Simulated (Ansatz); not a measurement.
**InF3: single points with varied inputs**

Aim: run InF3 under a spread of inputs, and see what each costs and gives.

Computed with Ansatz 0.2.0, Gaussian basis. Level: the settings change from run to run.

1 further run of the same task is left out (it didn't finish).

**1. The geometry**

The geometry comes from an earlier relaxation with PBE0-D4 in a triple-zeta def2 set; it is a stationary point. In takes a core potential in def2 sets; no spin-orbit term is included.

SMILES `[F][In]([F])[F]`, 4 atoms, charge 0, spin multiplicity 1.

Atoms are counted from 1 here; the program's logs count them from 0.

Bond lengths: F1–In2 1.918 Å, In2–F3 1.918 Å, In2–F4 1.918 Å. Angles: F1–In2–F3 120.0°, F1–In2–F4 120.0°, F3–In2–F4 120.0°.

**2. PBE-QIDH/STO-3G**

Options: the search for lower states set to full.

in.yaml reads:

```yaml
crystal:
  periodic: [false, false, false]
  atoms:
    - {symbol: F, position_ang: [-1.305657, -0.375485, 1.339823]}
    - {symbol: In, position_ang: [0.013932, -0.015074, -0.005127]}
    - {symbol: F, position_ang: [1.768078, -0.777134, 0.143748]}
    - {symbol: F, position_ang: [-0.420952, 1.107392, -1.498744]}
basis:
  gaussian: {orbitals: STO-3G}
hamiltonian: {xc: {name: PBE-QIDH}}
scf: {lower_state_search: full}
output: {forces: true}
```

The run is started by

```sh
ansatz run in.yaml --threads 2 --pin off --events-out ev --progress --plain --max-ram 32768MiB --backend cpu
```

The program printed:

```text
Functional definition: PBE-QIDH
  name "PBE-QIDH"
  cite "Brémond, Sancho-García, Pérez-Jiménez & Adamo, J. Chem. Phys. 141, 031101 (2014) doi:10.1063/1.4890314"
  cite "Perdew, Burke & Ernzerhof, Phys. Rev. Lett. 77, 3865 (1996) doi:10.1103/PhysRevLett.77.3865"
  parameter a = 3^(-1/3)
  parameter c = 1/3
  exchange = (1 - a)*pbe_x + a*exact_x
  correlation = (1 - c)*pbe_c + c*(mp2_os + mp2_ss)
588 factors; integrals over basis functions are off by at most 4.4e-5 eV
mean field evaluation 1: about -162692.2444 eV, gradient 2.6e1 eV
mean field evaluation 2: about -162692.2667 eV, gradient 2.6e1 eV
mean field evaluation 4: about -162696.2377 eV, gradient 1.1e0 eV
mean field evaluation 8: about -162696.2406 eV, gradient 4.8e-3 eV
mean field evaluation 16: about -162696.2406 eV, gradient 4.6e-6 eV
mean field -162696.24056300 eV, -5978.9765612176 hartree, gradient 4.6e-6 eV, S^2 0.000000; 0 other end points of the search recorded, 0 dependent functions left out
21 core orbitals not correlated: weight in the atoms' cores, before any rotation towards them, 1.000 or more for the frozen orbitals, at most 0.000 for the correlated occupied ones
reference -162696.24056744 eV, -5978.9765613808 hartree; 17, 17 occupied and 4, 4 virtual orbitals, 588 factors
second order -3.15169865 eV of doubles, -0.00000000 eV of singles
the calculation of the forces begins
Total energy: -162697.29113366 eV, -5979.0151689771 hartree
Atom 0 at    -1.305657    -0.375485     1.339823 Å, force     0.707954     0.193328    -0.721510 eV/Å
Atom 1 at     0.013932    -0.015074    -0.005127 Å, force    -0.001063    -0.000178     0.000908 eV/Å
Atom 2 at     1.768078    -0.777134     0.143748 Å, force    -0.940778     0.409049    -0.080379 eV/Å
Atom 3 at    -0.420952     1.107392    -1.498744 Å, force     0.233887    -0.602199     0.800981 eV/Å
Dipole moment:     0.000129     0.000003    -0.000081 e Å
```

Wall time 3.1 s (2 threads, shared host).

Largest force 1.029 eV/Å, dipole 0.00 D.

**3. B2GP-PLYP/def2-SVP**

This run has high accuracy.

Changes to in.yaml since step 2:

```diff
@@ -8,5 +8,4 @@
 basis:
-  gaussian: {orbitals: STO-3G}
-hamiltonian: {xc: {name: PBE-QIDH}}
-scf: {lower_state_search: full}
-output: {forces: true}
+  gaussian: {orbitals: def2-SVP}
+hamiltonian: {xc: {name: B2GP-PLYP}}
+accuracy: high
```

The command is unchanged.

The program printed (excerpt; [...] marks lines left out):

```text
Functional definition: B2GP-PLYP
  name "B2GP-PLYP"
  cite "Karton, Tarnopolsky, Lamère, Schatz & Martin, J. Phys. Chem. A 112, 12868 (2008) doi:10.1021/jp801805p"
  cite "Becke, Phys. Rev. A 38, 3098 (1988) doi:10.1103/PhysRevA.38.3098"
  cite "Lee, Yang & Parr, Phys. Rev. B 37, 785 (1988) doi:10.1103/PhysRevB.37.785"
[...]
1451 factors; integrals over basis functions are off by at most 9.4e-9 eV
[...]
mean field -13295.14194731 eV, -488.5874547926 hartree, gradient 3.2e-8 eV, S^2 0.000000; 0 other end points of the search recorded, 0 dependent functions left out
7 core orbitals not correlated: weight in the atoms' cores, before any rotation towards them, 1.000 or more for the frozen orbitals, at most 0.000 for the correlated occupied ones
reference -13295.14196536 eV, -488.5874554562 hartree; 17, 17 occupied and 44, 44 virtual orbitals, 1451 factors
second order -20.40135768 eV of doubles, -0.00000000 eV of singles
Total energy: -13302.48645413 eV, -488.8573604400 hartree
```

Wall time 5.5 s (2 threads, shared host).

**4. RPBE/x2c-TZVPPall**

This run has atoms shaken by 0.03 Å, finite nuclei.

in.yaml reads:

```yaml
crystal:
  periodic: [false, false, false]
  atoms:
    - {symbol: F, position_ang: [-1.345321, -0.404229, 1.405348]}
    - {symbol: In, position_ang: [0.035085, -0.010612, -0.019294]}
    - {symbol: F, position_ang: [1.747073, -0.793669, 0.105702]}
    - {symbol: F, position_ang: [-0.415292, 1.057540, -1.467177]}
basis:
  gaussian: {orbitals: x2c-TZVPPall, nuclear_model: gaussian}
hamiltonian: {xc: {name: RPBE}}
```

The command is unchanged.

The program printed:

```text
Functional definition: RPBE
  name "RPBE"
  cite "Hammer, Hansen & Nørskov, Phys. Rev. B 59, 7413 (1999) doi:10.1103/PhysRevB.59.7413"
  cite "Perdew, Burke & Ernzerhof, Phys. Rev. Lett. 77, 3865 (1996) doi:10.1103/PhysRevLett.77.3865"
  parameter kappa = 0.804
  parameter beta = 0.06672455060314922
  exchange = rpbe_x(kappa = kappa, mu = beta*pi^2/3)
  correlation = pbe_c(beta = beta)
1021 factors; their error is unknown
mean field evaluation 1: about -168180.0541 eV, gradient 7.5e1 eV
mean field evaluation 2: about -168106.7456 eV, gradient 2.2e2 eV
mean field evaluation 4: about -168187.7225 eV, gradient 2.5e1 eV
mean field evaluation 8: about -168188.6697 eV, gradient 8.3e-2 eV
mean field evaluation 16: about -168188.6591 eV, gradient 3.0e-5 eV
mean field -168188.65908809 eV, -6180.8192191196 hartree, gradient 3.0e-5 eV, S^2 0.000000; 0 other end points of the search recorded, 0 dependent functions left out
reference -168188.65912879 eV, -6180.8192206155 hartree; 38, 38 occupied and 115, 115 virtual orbitals, 1021 factors
Total energy: -168188.65912879 eV, -6180.8192206155 hartree
Relativity: scalar
```

It took 3.1 s on 2 threads, shared host.

**5. SPW92/x2c-TZVPPall**

Set apart from the defaults: the search for lower states set to light.

in.yaml reads:

```yaml
crystal:
  periodic: [false, false, false]
  atoms:
    - {symbol: F, position_ang: [-1.305657, -0.375485, 1.339823]}
    - {symbol: In, position_ang: [0.013932, -0.015074, -0.005127]}
    - {symbol: F, position_ang: [1.768078, -0.777134, 0.143748]}
    - {symbol: F, position_ang: [-0.420952, 1.107392, -1.498744]}
basis:
  gaussian: {orbitals: x2c-TZVPPall}
hamiltonian: {xc: {name: SPW92}}
scf: {lower_state_search: light}
output: {forces: true}
```

The command is unchanged.

The program printed (excerpt; [...] marks lines left out):

```text
Functional definition: SPW92
  name "SPW92"
  cite "Dirac, Proc. Camb. Phil. Soc. 26, 376 (1930) doi:10.1017/S0305004100016108"
  cite "Slater, Phys. Rev. 81, 385 (1951) doi:10.1103/PhysRev.81.385"
  cite "Perdew & Wang, Phys. Rev. B 45, 13244 (1992) doi:10.1103/PhysRevB.45.13244"
[...]
1021 factors; their error is unknown
[...]
mean field -167984.44253491 eV, -6173.3143992133 hartree, gradient 2.8e-5 eV, S^2 0.000000; 0 other end points of the search recorded, 0 dependent functions left out
[...]
reference -167984.44257155 eV, -6173.3144005598 hartree; 38, 38 occupied and 115, 115 virtual orbitals, 1021 factors
Total energy: -167984.44257155 eV, -6173.3144005598 hartree
Relativity: scalar
Atom 0 at    -1.305657    -0.375485     1.339823 Å, force     0.092401     0.025201    -0.094121 eV/Å
Atom 1 at     0.013932    -0.015074    -0.005127 Å, force    -0.001658    -0.000373     0.001565 eV/Å
Atom 2 at     1.768078    -0.777134     0.143748 Å, force    -0.121940     0.053493    -0.011158 eV/Å
Atom 3 at    -0.420952     1.107392    -1.498744 Å, force     0.031197    -0.078321     0.103713 eV/Å
Dipole moment:     0.000179     0.000006    -0.000116 e Å
```

Wall time 2.5 s (2 threads, shared host).

Largest force 0.134 eV/Å, dipole 0.00 D.

**6. PBEsol/def2-SVP**

Options: charge +1, multiplicity 2, high accuracy.

Changes to in.yaml since step 5:

```diff
@@ -8,5 +8,7 @@
 basis:
-  gaussian: {orbitals: x2c-TZVPPall}
-hamiltonian: {xc: {name: SPW92}}
-scf: {lower_state_search: light}
+  gaussian: {orbitals: def2-SVP}
+total_charge: 1
+magnetization: {spin_polarized: true, initial_magnetization: 1}
+hamiltonian: {xc: {name: PBEsol}}
+accuracy: high
 output: {forces: true}
```

The command is unchanged.

The program printed (excerpt; [...] marks lines left out):

```text
Functional definition: PBEsol
  name "PBEsol"
  cite "Perdew et al., Phys. Rev. Lett. 100, 136406 (2008) doi:10.1103/PhysRevLett.100.136406"
  cite "Perdew, Burke & Ernzerhof, Phys. Rev. Lett. 77, 3865 (1996) doi:10.1103/PhysRevLett.77.3865"
  parent pbesol
[...]
1450 factors; integrals over basis functions are off by at most 9.4e-9 eV
[...]
mean field -13269.49104331 eV, -487.6448014577 hartree, gradient 1.7e-8 eV, S^2 0.753271; 11 other end points of the search recorded, 0 dependent functions left out
[...]
reference -13269.49104827 eV, -487.6448016399 hartree; 24, 23 occupied and 44, 45 virtual orbitals, 1450 factors
Total energy: -13269.49104827 eV, -487.6448016399 hartree
Atom 0 at    -1.305657    -0.375485     1.339823 Å, force    -0.872222    -0.160084     0.767052 eV/Å
Atom 1 at     0.013932    -0.015074    -0.005127 Å, force    -0.020889     0.008904    -0.001506 eV/Å
Atom 2 at     1.768078    -0.777134     0.143748 Å, force     1.254712    -0.545078     0.106469 eV/Å
Atom 3 at    -0.420952     1.107392    -1.498744 Å, force    -0.361601     0.696258    -0.872014 eV/Å
Dipole moment:     0.016084    -0.006959     0.001321 e Å
```

Run time: 45 s. Hardware: 2 threads, shared host.

Largest force 1.372 eV/Å, ⟨S²⟩ 0.753.

**7. SPW92/def2-SVPD**

This run has unrestricted orbitals, high accuracy.

Changes to in.yaml since step 6:

```diff
@@ -8,7 +8,5 @@
 basis:
-  gaussian: {orbitals: def2-SVP}
-total_charge: 1
-magnetization: {spin_polarized: true, initial_magnetization: 1}
-hamiltonian: {xc: {name: PBEsol}}
+  gaussian: {orbitals: def2-SVPD}
+magnetization: {spin_polarized: true, initial_magnetization: 0}
+hamiltonian: {xc: {name: SPW92}}
 accuracy: high
-output: {forces: true}
```

Same command.

The program printed:

```text
Functional definition: SPW92
  name "SPW92"
  cite "Dirac, Proc. Camb. Phil. Soc. 26, 376 (1930) doi:10.1017/S0305004100016108"
  cite "Slater, Phys. Rev. 81, 385 (1951) doi:10.1103/PhysRev.81.385"
  cite "Perdew & Wang, Phys. Rev. B 45, 13244 (1992) doi:10.1103/PhysRevB.45.13244"
  exchange = slater_x
  correlation = pw_c
2118 factors; integrals over basis functions are off by at most 2.7e-9 eV
mean field evaluation 1: about -13251.9141 eV, gradient 4.9e1 eV
mean field evaluation 2: about -13186.3981 eV, gradient 1.5e2 eV
mean field evaluation 4: about -13260.0140 eV, gradient 1.8e0 eV
mean field evaluation 8: about -13260.0257 eV, gradient 5.4e-2 eV
mean field evaluation 16: about -13260.0257 eV, gradient 1.2e-6 eV
mean field -13260.02570915 eV, -487.2969568430 hartree, gradient 3.3e-8 eV, S^2 0.000000; 0 other end points of the search recorded, 0 dependent functions left out
reference -13260.02571405 eV, -487.2969570232 hartree; 24, 24 occupied and 77, 77 virtual orbitals, 2118 factors
Total energy: -13260.02571405 eV, -487.2969570232 hartree
```

Run time: 4.5 s. Hardware: 2 threads, shared host.

⟨S²⟩ 0.000.

**8. rPW86-PBE/def2-mTZVPP**

This run has charge -1, multiplicity 2, a point charge of -1.00 e beside it, rVV10 dispersion, high accuracy.

Changes to in.yaml since step 7:

```diff
@@ -8,5 +8,7 @@
 basis:
-  gaussian: {orbitals: def2-SVPD}
-magnetization: {spin_polarized: true, initial_magnetization: 0}
-hamiltonian: {xc: {name: SPW92}}
+  gaussian: {orbitals: def2-mTZVPP, point_charges: [{charge: -1.00, position_ang: [5.795, -0.970, -0.433]}]}
+total_charge: -1
+magnetization: {spin_polarized: true, initial_magnetization: 1}
+hamiltonian: {xc: {name: rPW86-PBE}, dispersion: rvv10}
 accuracy: high
+output: {forces: true}
```

Same command.

The program printed (excerpt; [...] marks lines left out):

```text
Functional definition: rPW86-PBE+rVV10
  name "rPW86-PBE+rVV10"
  cite "Murray, Lee & Langreth, J. Chem. Theory Comput. 5, 2754 (2009) doi:10.1021/ct900365q"
  cite "Perdew, Burke & Ernzerhof, Phys. Rev. Lett. 77, 3865 (1996) doi:10.1103/PhysRevLett.77.3865"
  cite "Vydrov & Van Voorhis, J. Chem. Phys. 133, 244103 (2010) doi:10.1063/1.3521275"
  cite "Sabatini, Gorni & de Gironcoli, Phys. Rev. B 87, 041108(R) (2013) doi:10.1103/PhysRevB.87.041108"
  parent "pbe"
[...]
2094 factors; integrals over basis functions are off by at most 7.1e-9 eV
[...]
mean field -13342.44985737 eV, -490.3259884210 hartree, gradient 3.9e-8 eV, S^2 0.750766; 0 other end points of the search recorded, 0 dependent functions left out
[...]
reference -13342.44987081 eV, -490.3259889150 hartree; 25, 24 occupied and 83, 84 virtual orbitals, 2094 factors
Total energy: -13342.44987081 eV, -490.3259889150 hartree
Atom 0 at    -1.305657    -0.375485     1.339823 Å, force    -2.712686    -0.710161     2.753355 eV/Å
Atom 1 at     0.013932    -0.015074    -0.005127 Å, force     0.561333    -0.251034    -0.070780 eV/Å
Atom 2 at     1.768078    -0.777134     0.143748 Å, force     2.619440    -1.245882     0.304237 eV/Å
Atom 3 at    -0.420952     1.107392    -1.498744 Å, force    -0.919313     2.251015    -2.942134 eV/Å
Dipole moment:     0.276518    -0.041400    -0.006903 e Å
```

It took 26 s on 2 threads, shared host; peak memory 0.62 GiB.

Largest force 3.930 eV/Å, ⟨S²⟩ 0.751.

**9. B3LYP5/def2-SVPD**

This run has a point charge of 0.50 e beside it.

in.yaml reads:

```yaml
crystal:
  periodic: [false, false, false]
  atoms:
    - {symbol: F, position_ang: [-1.305657, -0.375485, 1.339823]}
    - {symbol: In, position_ang: [0.013932, -0.015074, -0.005127]}
    - {symbol: F, position_ang: [1.768078, -0.777134, 0.143748]}
    - {symbol: F, position_ang: [-0.420952, 1.107392, -1.498744]}
basis:
  gaussian: {orbitals: def2-SVPD, point_charges: [{charge: 0.50, position_ang: [5.397, 0.207, -0.892]}]}
hamiltonian: {xc: {name: B3LYP5}}
output: {forces: true}
```

Launched as before.

The program printed (excerpt; [...] marks lines left out):

```text
Functional definition: B3LYP5
  name "B3LYP5"
  cite "Stephens, Devlin, Chabalowski & Frisch, J. Phys. Chem. 98, 11623 (1994) doi:10.1021/j100096a001"
  cite "Becke, Phys. Rev. A 38, 3098 (1988) doi:10.1103/PhysRevA.38.3098"
  cite "Lee, Yang & Parr, Phys. Rev. B 37, 785 (1988) doi:10.1103/PhysRevB.37.785"
  cite "Vosko, Wilk & Nusair, Can. J. Phys. 58, 1200 (1980) doi:10.1139/p80-159"
[...]
1089 factors; integrals over basis functions are off by at most 2.2e-4 eV
[...]
mean field -13317.30329528 eV, -489.4018693092 hartree, gradient 3.7e-5 eV, S^2 0.000000; 0 other end points of the search recorded, 0 dependent functions left out
[...]
reference -13317.30354859 eV, -489.4018786180 hartree; 24, 24 occupied and 77, 77 virtual orbitals, 1089 factors
Total energy: -13317.30354859 eV, -489.4018786180 hartree
Atom 0 at    -1.305657    -0.375485     1.339823 Å, force    -0.490474    -0.164219     0.569018 eV/Å
Atom 1 at     0.013932    -0.015074    -0.005127 Å, force    -0.523328     0.050732     0.077595 eV/Å
Atom 2 at     1.768078    -0.777134     0.143748 Å, force     1.135763    -0.350288     0.021653 eV/Å
Atom 3 at    -0.420952     1.107392    -1.498744 Å, force    -0.078789     0.495973    -0.683333 eV/Å
Dipole moment:    -0.087490     0.003306     0.012355 e Å
```

Wall time 4 s (2 threads, shared host).

Largest force 1.189 eV/Å, dipole 0.42 D.

**10. B2GP-PLYP/def2-TZVPP**

Changes to in.yaml since step 9:

```diff
@@ -8,4 +8,4 @@
 basis:
-  gaussian: {orbitals: def2-SVPD, point_charges: [{charge: 0.50, position_ang: [5.397, 0.207, -0.892]}]}
-hamiltonian: {xc: {name: B3LYP5}}
+  gaussian: {orbitals: def2-TZVPP}
+hamiltonian: {xc: {name: B2GP-PLYP}}
 output: {forces: true}
```

Launched as before.

The program printed (excerpt; [...] marks lines left out):

```text
Functional definition: B2GP-PLYP
  name "B2GP-PLYP"
  cite "Karton, Tarnopolsky, Lamère, Schatz & Martin, J. Phys. Chem. A 112, 12868 (2008) doi:10.1021/jp801805p"
  cite "Becke, Phys. Rev. A 38, 3098 (1988) doi:10.1103/PhysRevA.38.3098"
  cite "Lee, Yang & Parr, Phys. Rev. B 37, 785 (1988) doi:10.1103/PhysRevB.37.785"
[...]
1106 factors; integrals over basis functions are off by at most 8.6e-4 eV
[...]
mean field -13306.04154460 eV, -488.9880076050 hartree, gradient 2.0e-6 eV, S^2 0.000000; 0 other end points of the search recorded, 0 dependent functions left out
7 core orbitals not correlated: weight in the atoms' cores, before any rotation towards them, 1.000 or more for the frozen orbitals, at most 0.000 for the correlated occupied ones
reference -13306.04166006 eV, -488.9880118481 hartree; 17, 17 occupied and 119, 119 virtual orbitals, 1106 factors
second order -31.91365377 eV of doubles, -0.00000000 eV of singles
[...]
Total energy: -13317.53057541 eV, -489.4102217001 hartree
Atom 0 at    -1.305657    -0.375485     1.339823 Å, force    -0.017812    -0.004912     0.018228 eV/Å
Atom 1 at     0.013932    -0.015074    -0.005127 Å, force    -0.001196    -0.000229     0.001067 eV/Å
Atom 2 at     1.768078    -0.777134     0.143748 Å, force     0.024600    -0.010439     0.001700 eV/Å
Atom 3 at    -0.420952     1.107392    -1.498744 Å, force    -0.005592     0.015581    -0.020996 eV/Å
Dipole moment:     0.000200     0.000006    -0.000128 e Å
```

Wall time 13 s (2 threads, shared host); peak memory 0.51 GiB.

Largest force 0.027 eV/Å, dipole 0.00 D.

**11. All runs side by side**

| level | charge | multiplicity | geometry | functions | energy (eV) | time |
| --- | --- | --- | --- | --- | --- | --- |
| PBE-QIDH/STO-3G | 0 | 1 | relaxed | 42 | -162697.291 | 3.1 s |
| B2GP-PLYP/def2-SVP | 0 | 1 | relaxed | 68 | -13302.486 | 5.5 s |
| RPBE/x2c-TZVPPall | 0 | 1 | shaken | 153 | -168188.659 | 3.1 s |
| SPW92/x2c-TZVPPall | 0 | 1 | relaxed | 153 | -167984.443 | 2.5 s |
| PBEsol/def2-SVP | 1 | 2 | relaxed | 68 | -13269.491 | 45 s |
| SPW92/def2-SVPD | 0 | 1 | relaxed | 101 | -13260.026 | 4.5 s |
| rPW86-PBE/def2-mTZVPP | -1 | 2 | relaxed, point charge | 108 | -13342.450 | 26 s |
| B3LYP5/def2-SVPD | 0 | 1 | relaxed, point charge | 101 | -13317.304 | 4 s |
| B2GP-PLYP/def2-TZVPP | 0 | 1 | relaxed | 143 | -13317.531 | 13 s |

**12. Results**

| quantity | value |
| --- | --- |
| runs | 9 |
| quickest | SPW92/x2c-TZVPPall, 2.5 s |
| slowest | PBEsol/def2-SVP, 45 s |
| spread of total energies, same state and geometry | 154724.4 eV |
| dipole, same state and geometry | 0.00 to 0.00 D |

PBEsol/def2-SVP took 18 times as long as SPW92/x2c-TZVPPall. The jobs differ in tasks and options as well as level. Total energies at one charge and spin differ by 154724 eV between levels, so only differences within one level mean anything. Some of these runs are scalar-relativistic and others not, which shifts the totals of all-electron atoms past neon by eV; core potentials, where a basis has them, take the core out of the total altogether. At the PBE0-D4/def2-TZVP geometry and in the same state, runs without warnings or point charges leave forces up to 1.03 eV/Å (PBE-QIDH/STO-3G).
